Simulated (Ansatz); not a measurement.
# BClH3NO: the cost of one run

Method: Hartree-Fock/def2-SVP; program: Ansatz 0.2.0, Gaussian basis.

1 further run of the same task is left out (it didn't finish).

## Step 1: The system as given

The start, a first-order saddle point found at PBE0-D4 in triple zeta: 7 atoms, charge 0, spin multiplicity 1.

Atoms are counted from 1 here; the program's logs count them from 0.

Bond lengths: B1–O2 1.561 Å, B1–N3 1.332 Å, B1–Cl5 1.750 Å, O2–H4 1.093 Å, O2–H6 0.965 Å, N3–H7 1.004 Å. Angles: O2–B1–N3 99.4°, O2–B1–Cl5 116.5°, N3–B1–Cl5 144.1°, B1–O2–H4 75.7°, B1–O2–H6 115.1°, H4–O2–H6 114.0°, B1–N3–H7 128.7°.

Coordinates:

```xyz
7
charge 0, multiplicity 1
B    -0.2792    0.2581   -0.3546
O     0.5484    0.5627    0.9329
N    -0.4948   -1.0439   -0.1722
H     0.3729   -0.5158    0.9731
Cl   -0.5655    1.6047   -1.4351
H     1.4703    0.8053    0.7797
H    -1.0521   -1.6713   -0.7238
```

## Step 2: The run

The input, md/in.yaml:

```yaml
crystal:
  periodic: [false, false, false]
  atoms:
    - {symbol: B, position_ang: [-0.279157, 0.258120, -0.354614]}
    - {symbol: O, position_ang: [0.548409, 0.562717, 0.932888]}
    - {symbol: N, position_ang: [-0.494767, -1.043870, -0.172220]}
    - {symbol: H, position_ang: [0.372883, -0.515770, 0.973051]}
    - {symbol: Cl, position_ang: [-0.565548, 1.604729, -1.435114]}
    - {symbol: H, position_ang: [1.470290, 0.805292, 0.779711]}
    - {symbol: H, position_ang: [-1.052109, -1.671318, -0.723802]}
basis:
  gaussian: {orbitals: def2-SVP}
hamiltonian: {xc: hf}
md: {n_steps: 40, timestep: 0.75, temperature: 200, ensemble: nve, seed: 86, initial_velocities: maxwell_boltzmann}
```

The run is started by

```sh
ansatz run in.yaml --threads 2 --pin off --events-out ev --progress --plain --max-ram 4352MiB
```

**Question.** How long does this run take on 2 threads of Arm Neoverse V1, shared host?

About 22 s.
